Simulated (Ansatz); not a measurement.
**C3H3Cl2F3: taking an electron away**

One table from this session's results is given with a row withheld; the runs are named, their logs left out.

Method: unrestricted cation, the program's frozen cores in correlated methods; program: Ansatz 0.2.0, Gaussian basis.

The runs, in order: UKS PBE-D4/def2-TZVPP; UKS r2SCAN-D4/def2-TZVPP; UKS PBE0-D4/def2-TZVPP; UKS B3LYP-D4/def2-TZVPP; UKS wB97X-V/def2-TZVPP; UKS wB97M-V/def2-TZVPP; UKS B2PLYP/def2-TZVPP; UHF-CCSD(T)/def2-TZVPP; UHF-MP2/def2-QZVPP; extrapolation to the limit; then −ε(HOMO) from the neutral's earlier runs with LDA (SPW92), PBE-D4, revPBE-D4, BLYP-D4, r2SCAN-D4, B97M-V, PBE0-D4, B3LYP-D4, r2SCANh-D4, r2SCAN0-D4, HSE06-D4, BHLYP-D4, CAM-B3LYP-D4, LC-ωPBE, ωB97X-V, ωB97M-V.

**The geometry**

All runs share one geometry, relaxed beforehand with PBE0-D4 in a triple-zeta def2 set.

SMILES `FC(F)(F)CC(Cl)Cl`, 11 atoms, charge 0, spin multiplicity 1.

Atoms are counted from 1 here; the program's logs count them from 0.

Bond lengths: F1–C2 1.339 Å, C2–F3 1.342 Å, C2–F4 1.332 Å, C2–C5 1.513 Å, C5–C6 1.514 Å, C5–H9 1.092 Å, C5–H10 1.091 Å, C6–Cl7 1.775 Å, C6–Cl8 1.768 Å, C6–H11 1.087 Å. Angles: F1–C2–F3 107.4°, F1–C2–F4 107.3°, F1–C2–C5 109.6°, F3–C2–F4 107.4°, F3–C2–C5 111.3°, F4–C2–C5 113.5°, C2–C5–C6 114.7°, C2–C5–H9 106.3°, C2–C5–H10 108.7°, C6–C5–H9 108.0°, C6–C5–H10 110.5°, H9–C5–H10 108.2°, C5–C6–Cl7 108.9°, C5–C6–Cl8 112.5°, C5–C6–H11 111.7°, Cl7–C6–Cl8 110.3°, Cl7–C6–H11 106.5°, Cl8–C6–H11 106.7°.

As a file:

```xyz
11
charge 0, multiplicity 1
F    -2.34984    0.45836   -0.43934
C    -1.18642   -0.19481   -0.55167
F    -1.37493   -1.43362   -0.07210
F    -0.91890   -0.30626   -1.85165
C    -0.11552    0.53923    0.22497
C     1.17226   -0.23417    0.41365
Cl    2.16692    0.59431    1.62823
Cl    2.07458   -0.42347   -1.09454
H    -0.53614    0.74160    1.21178
H     0.08013    1.49363   -0.26514
H     0.98783   -1.23481    0.79580
```

The first run:

Contents of in.yaml:

```yaml
crystal:
  periodic: [false, false, false]
  atoms:
    - {symbol: F, position_ang: [-2.349840, 0.458364, -0.439344]}
    - {symbol: C, position_ang: [-1.186418, -0.194813, -0.551674]}
    - {symbol: F, position_ang: [-1.374926, -1.433624, -0.072096]}
    - {symbol: F, position_ang: [-0.918898, -0.306259, -1.851648]}
    - {symbol: C, position_ang: [-0.115519, 0.539229, 0.224970]}
    - {symbol: C, position_ang: [1.172264, -0.234171, 0.413652]}
    - {symbol: Cl, position_ang: [2.166923, 0.594312, 1.628231]}
    - {symbol: Cl, position_ang: [2.074577, -0.423471, -1.094544]}
    - {symbol: H, position_ang: [-0.536137, 0.741605, 1.211782]}
    - {symbol: H, position_ang: [0.080127, 1.493627, -0.265144]}
    - {symbol: H, position_ang: [0.987834, -1.234808, 0.795805]}
basis:
  gaussian: {orbitals: def2-TZVPP}
total_charge: 1
magnetization: {spin_polarized: true, initial_magnetization: 1}
hamiltonian: {xc: pbe, dispersion: d4}
```

Launch:

```console
ansatz run in.yaml --threads 2 --pin off --events-out ev --progress --plain --max-ram 32768MiB --backend cuda --devices 0, --max-vram 18GiB
```

Steps of the session up to this table: Cation, UKS PBE-D4/def2-TZVPP; Cation, UKS r2SCAN-D4/def2-TZVPP; Cation, UKS PBE0-D4/def2-TZVPP; Cation, UKS B3LYP-D4/def2-TZVPP; Cation, UKS wB97X-V/def2-TZVPP; Cation, UKS wB97M-V/def2-TZVPP; Cation, UKS B2PLYP (frozen core)/def2-TZVPP; Cation, UHF-CCSD(T)/def2-TZVPP; Cation, UHF-MP2/def2-QZVPP.

One table of the session follows, with a row left open; its other results are not shown here.

Orbital estimates, from the neutral's runs:

| functional | −ε(HOMO) (eV) |
| --- | --- |
| LDA (SPW92) | 7.69 |
| PBE-D4 | 7.53 |
| revPBE-D4 | 7.46 |
| BLYP-D4 | 7.36 |
| r2SCAN-D4 | 7.89 |
| B97M-V | 8.00 |
| PBE0-D4 | 8.97 |
| B3LYP-D4 | 8.69 |
| r2SCANh-D4 | 8.41 |
| r2SCAN0-D4 | 9.20 |
| HSE06-D4 | 8.56 |
| BHLYP-D4 | 10.27 |
| CAM-B3LYP-D4 | 10.36 |
| LC-ωPBE | 11.81 |
| ωB97X-V | 11.42 |
| ωB97M-V | ? |

**Question.** Estimate the row for ωB97M-V.

The run gave: −ε(HOMO) (eV): 11.24. In the column «−ε(HOMO) (eV)» it lies between CAM-B3LYP-D4 (10.36) and ωB97X-V (11.42).
